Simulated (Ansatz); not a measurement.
# Zn: the cost of one run

Program: Ansatz 0.2.0. Level of theory: DFT PBEsol, scalar-relativistic, plane waves, PAW. These are calculated values, not measurements.

### 1 Starting point

Symmetry: Cmce, No. 64, orthorhombic system. The conventional cell has a = 3.115 Å, b = 9.882 Å, c = 4.122 Å, α = 90.00°, β = 90.00°, γ = 90.00°. Zn (site symmetry m) has 3 Zn at 2.04 to 2.07 Å as nearest neighbours.

Coordinates:

```cif
data_structure
_symmetry_space_group_name_H-M 'P 1'
_symmetry_Int_Tables_number 1
_cell_length_a 5.1808
_cell_length_b 5.1808
_cell_length_c 4.1223
_cell_angle_alpha 90.000
_cell_angle_beta 90.000
_cell_angle_gamma 145.006
_cell_volume 63.45
loop_
_atom_site_label
_atom_site_type_symbol
_atom_site_fract_x
_atom_site_fract_y
_atom_site_fract_z
_atom_site_occupancy
Zn1 Zn 0.09800 0.90200 0.91000 1
Zn2 Zn 0.59800 0.40200 0.59000 1
Zn3 Zn 0.90200 0.09800 0.09000 1
Zn4 Zn 0.40200 0.59800 0.41000 1
```

This is candidate A: black phosphorus type (Cmce, No. 64).

(A quick probe on a coarse mesh, which set the mesh and smearing, is not shown.)

### 3 A loose first relaxation (candidate A)

Input file input.yaml:

```yaml
crystal:
  lattice:
    - [1.5576340731, -4.9411352773, 0.0]
    - [1.5576340731, 4.9411352773, 0.0]
    - [0.0, 0.0, 4.1223185742]
  atoms:
    - { symbol: Zn, position: [0.098, 0.902, 0.91] }
    - { symbol: Zn, position: [0.598, 0.402, 0.59] }
    - { symbol: Zn, position: [0.902, 0.098, 0.09] }
    - { symbol: Zn, position: [0.402, 0.598, 0.41] }
basis:
  ecutwfc: 420
kpoints:
  mp_grid: { grid: [6, 6, 4] }
hamiltonian:
  xc: pbesol
scf:
  occupations: { method: gaussian, width: 0.1 }
  lower_state_search: "off"
output:
  forces: true
  stress: true
  eigenvalues: true
relax:
  adjacent_minimum: "off"
  f_tol: 0.04
  max_steps: 70
  cell: { stress_tol: 0.4 }
```

**Question.** How long does this run take on 1 thread of an x86-64 CPU, shared host, and how much memory does it need?

About 36 s, with a peak of 0.45 GiB.
